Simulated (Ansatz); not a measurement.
# FH2NOSW: a ladder of functionals and wavefunction methods

The task here is to estimate one member of a computed series from the others.

Method: functionals in def2-TZVPP, the program's frozen cores in correlated methods; program: Ansatz 0.2.0, Gaussian basis.

The runs, in order: LDA (SPW92), PBE-D4, revPBE-D4, BLYP-D4, r2SCAN-D4, B97M-V, PBE0-D4, B3LYP-D4, r2SCANh-D4, r2SCAN0-D4, HSE06-D4, BHLYP-D4, CAM-B3LYP-D4, LC-ωPBE, ωB97X-V, ωB97M-V, B2PLYP, PBE-QIDH; CCSD(T)/def2-SVP; CCSD(T)/def2-TZVPP; CCSD(T)/def2-QZVPP; extrapolation to the limit; RPA on PBE.

## The relaxed structure

The geometry comes from an earlier relaxation with PBE0-D4 in a triple-zeta def2 set; it is a stationary point, not always the lowest conformer. W takes the def2 core potential; no spin-orbit term is included.

7 atoms, charge 0, spin multiplicity 1.

Atoms are counted from 1 here; the program's logs count them from 0.

Bond lengths: N1–W2 1.920 Å, N1–H6 1.010 Å, N1–H7 1.009 Å, W2–O3 1.695 Å, W2–F4 1.860 Å, W2–S5 2.133 Å. Angles: W2–N1–H6 122.5°, W2–N1–H7 124.3°, H6–N1–H7 111.8°, N1–W2–O3 106.8°, N1–W2–F4 110.8°, N1–W2–S5 108.1°, O3–W2–F4 109.8°, O3–W2–S5 110.9°, F4–W2–S5 110.4°.

The first run:

Contents of in.yaml:

```yaml
crystal:
  periodic: [false, false, false]
  atoms:
    - {symbol: N, position_ang: [-0.508169, 0.942671, -0.520730]}
    - {symbol: W, position_ang: [0.319662, -0.628324, 0.209779]}
    - {symbol: O, position_ang: [-0.886294, -1.815271, 0.311740]}
    - {symbol: F, position_ang: [1.696131, -1.223333, -0.890918]}
    - {symbol: S, position_ang: [1.073182, -0.141661, 2.145331]}
    - {symbol: H, position_ang: [-1.381622, 0.910601, -1.026849]}
    - {symbol: H, position_ang: [-0.251789, 1.887317, -0.274052]}
basis:
  gaussian: {orbitals: def2-TZVPP}
hamiltonian: {xc: lda}
output: {orbitals: {seedname: orbitals}}
```

Command:

```console
ansatz run in.yaml --threads 2 --pin off --events-out ev --progress --plain --max-ram 31744MiB --backend cpu
```

Steps of the session up to this table: LDA; PBE-D4 (GGA); revPBE-D4 (GGA); BLYP-D4 (GGA); r2SCAN-D4 (meta-GGA); B97M-V (meta-GGA); PBE0-D4 (hybrid); B3LYP-D4 (hybrid); r2SCANh-D4 (hybrid); r2SCAN0-D4 (hybrid); HSE06-D4 (hybrid); BHLYP-D4 (hybrid); CAM-B3LYP-D4 (range-separated); LC-ωPBE (range-separated); ωB97X-V (range-separated); ωB97M-V (range-separated); B2PLYP (double hybrid); PBE-QIDH (double hybrid).

One of the session's tables, all rows but one given; the rest of the session is left out.

It belongs to the step «Frontier levels by functional». 

```
  functional  HOMO (eV)  LUMO (eV)  gap (eV)
 LDA (SPW92)      -6.70      -3.33      3.37
      PBE-D4      -6.51      -3.12      3.39
   revPBE-D4      -6.44      -3.04      3.40
     BLYP-D4      -6.35      -2.99      3.36
   r2SCAN-D4      -6.82      -3.07      3.74
      B97M-V      -6.85      -2.98      3.88
     PBE0-D4      -7.76      -2.41      5.35
    B3LYP-D4      -7.52      -2.60      4.92
  r2SCANh-D4      -7.28      -2.80      4.47
  r2SCAN0-D4      -7.97      -2.39      5.58
    HSE06-D4      -7.36      -2.79      4.57
    BHLYP-D4      -8.86      -1.54      7.31
CAM-B3LYP-D4      -9.04      -1.35      7.69
     LC-ωPBE          ?          ?         ?
     ωB97X-V     -10.01      -0.32      9.69
     ωB97M-V      -9.87      -0.34      9.53
```

**Question.** Estimate the row for LC-ωPBE.

As computed: HOMO (eV): -10.35; LUMO (eV): -0.28; gap (eV): 10.07. In the column «HOMO (eV)» it is the lowest.
